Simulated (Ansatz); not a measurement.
**Rb3Ba under changes of volume**

One of the cells (83.788 Å³/atom); the others are scaled copies at fixed shape and fractional positions:

```
Ba Rb
1.0
    -3.37146    3.37146    7.37135
     3.37146   -3.37146    7.37135
     3.37146    3.37146   -7.37135
Ba Rb
1 3
Cartesian
  0.0000 0.0000 0.0000
  0.0000 0.0000 7.3713
  3.3715 0.0000 3.6857
  0.0000 3.3715 3.6857
```

The cell comes from a database or a generator and needn't be the stable form of this composition.

```yaml
Program: Ansatz 0.2.0
Functional: PBE
Potentials_or_basis: Ansatz PAW
Cutoff: "420 eV (not typed: the program's choice for these potentials)"
k_mesh: 6 × 6 × 6
Occupations: fermi-dirac, width 0.05 eV
Spin: no spin polarisation
```

```tsv
volume (Å³/atom)	energy over the lowest point (meV/atom)	pressure (GPa)
78.761	?	?
80.437	1.44	0.1
82.112	0.30	0.1
83.788	0.00	0.0
85.464	0.46	-0.1
87.140	1.62	-0.1
88.815	3.41	-0.2
```

Problem. What does the run at 78.761 Å³/atom give?

Solution. Energy over the lowest point 3.48 meV/atom; pressure 0.2 GPa.

Worked out: A Birch-Murnaghan fit of order 3 (a polynomial in V^(-2/3)) to the other rows has its minimum at 83.59 Å³/atom with B0 = V·E''(V) = 3.7 GPa and B' = 3.7 at fixed shape and positions, which overstates the stiffness. It gives 3.50 meV/atom at 78.761 Å³/atom, against the run's 3.48, and -dE/dV = 0.2 GPa, against 0.2.

Energies are extrapolated to zero smearing.
